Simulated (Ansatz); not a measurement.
# YNi2B2C: the cost of one run

Computed with Ansatz 0.2.0 (DFT r2SCAN, scalar-relativistic, plane waves, PAW, unless a step's input says otherwise).

1 further run of the same task is left out (set aside as unsound or not needed). Runs told in other sessions of the task aren't counted.

## 1. The starting structure

It takes space group I4/mmm (No. 139, tetragonal). The conventional cell has a = 3.518 Å, b = 3.518 Å, c = 10.414 Å, α = 90.00°, β = 90.00°, γ = 90.00°. Y (site symmetry 4/mmm) has 4 C at 2.49 Å in its first shell of neighbours. Ni (site symmetry -4m2) has 4 B at 2.08 Å in its first shell of neighbours. B (site symmetry 4mm) is surrounded by 1 C at 1.49 Å and 4 Ni at 2.08 Å. C (site symmetry 4/mmm) is surrounded by 2 B at 1.49 Å.

Structure file:

```xyz
6
Lattice="-1.7589 1.7589 5.2072 1.7589 -1.7589 5.2072 1.7589 1.7589 -5.2072" Properties=species:S:1:pos:R:3 pbc="T T T"
Y     0.0000    0.0000    5.2072
Ni    0.0000    1.7589    2.6036
Ni    1.7589    0.0000    2.6036
B     0.0000    0.0000    1.4925
B     0.0000    0.0000    8.9220
C     0.0000    0.0000    0.0000
```

It goes back to an entry of the Materials Project.

This cell was relaxed beforehand with the same method: volume 10.74 Å³/atom, gap on the mesh none (metal).

## 2. Volume × 0.97

input.yaml reads:

```yaml
crystal:
  lattice:
    - [-1.7410985409, 1.7410985409, 5.1546318455]
    - [1.7410985409, -1.7410985409, 5.1546318455]
    - [1.7410985409, 1.7410985409, -5.1546318455]
  atoms:
    - { symbol: "Y", position: [0.5, 0.5, 0.0] }
    - { symbol: Ni, position: [0.75, 0.25, 0.5] }
    - { symbol: Ni, position: [0.25, 0.75, 0.5] }
    - { symbol: B, position: [0.1433117664, 0.1433117664, 0.0] }
    - { symbol: B, position: [0.8566882336, 0.8566882336, 0.0] }
    - { symbol: C, position: [0.0, 0.0, 0.0] }
basis:
  ecutwfc: 500
kpoints:
  mp_grid: { grid: [14, 14, 14] }
hamiltonian:
  xc: r2scan
scf:
  occupations: { method: gaussian, width: 0.1 }
output:
  forces: true
  stress: true
  eigenvalues: true
relax:
  adjacent_minimum: "off"
  f_tol: 0.01
  max_steps: 30
  cell: { stress_tol: 0.1, fix: [volume] }
```

On the command line:

```sh
> ansatz run input.yaml --threads 2 --pin off --max-ram 5120MiB --backend cpu --events-out ev --progress --plain --runs-dir out
```

**Question.** How long does this run take on 2 threads of AMD EPYC (Zen 3), shared host, and how much memory does it need?

About 4.1 min, with a peak of 0.95 GiB.
